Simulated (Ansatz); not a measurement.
# CoC (rocksalt type): the cost of one run

Computed with Ansatz 0.2.0 (DFT, PBEsol, all-electron LAPW, scalar-relativistic, unless a step's input says otherwise).

**1. The system as given**

It takes space group Fm-3m (No. 225, cubic). The conventional cell has a = 3.936 Å, b = 3.936 Å, c = 3.936 Å, α = 90.00°, β = 90.00°, γ = 90.00°. Co (site symmetry m-3m) is surrounded by 6 C at 1.97 Å. C (site symmetry m-3m) is surrounded by 6 Co at 1.97 Å.

As a file:

```
Co C
1.0
     0.00000    1.96788    1.96788
     1.96788    0.00000    1.96788
     1.96788    1.96788    0.00000
Co C
1 1
Direct
  0.00000 0.00000 0.00000
  0.50000 0.50000 0.50000
```

Atoms are numbered in the order of the input: Co1, C2.

**2. Rocksalt at the PAW cell, LAPW**

Contents of input.yaml:

```yaml
crystal:
  lattice:
    - [0.0, 1.9678756358, 1.9678756358]
    - [1.9678756358, 0.0, 1.9678756358]
    - [1.9678756358, 1.9678756358, 0.0]
  atoms:
    - { symbol: Co, position: [0.0, 0.0, 0.0], spin: 1.7 }
    - { symbol: C, position: [0.5, 0.5, 0.5] }
magnetization:
  spin_polarized: true
kpoints:
  mp_grid: { grid: [15, 15, 15] }
scf:
  occupations: { method: fermi_dirac, width: 0.05 }
hamiltonian:
  xc: pbesol
  pseudopotentials: { kind: all_electron, lapw: { basis_error: 0.0005 } }
output:
  forces: true
  stress: true
  eigenvalues: true
  populations: true
```

Launch:

```
$ ansatz run input.yaml --threads 2 --pin off --max-ram 7168MiB --backend cpu --events-out ev --progress --plain --runs-dir out
```

**Question.** How long does this run take on 2 threads of Intel Xeon Platinum 8488C (Sapphire Rapids), shared host, and how much memory does it need?

About 22 s, with a peak of 0.63 GiB.
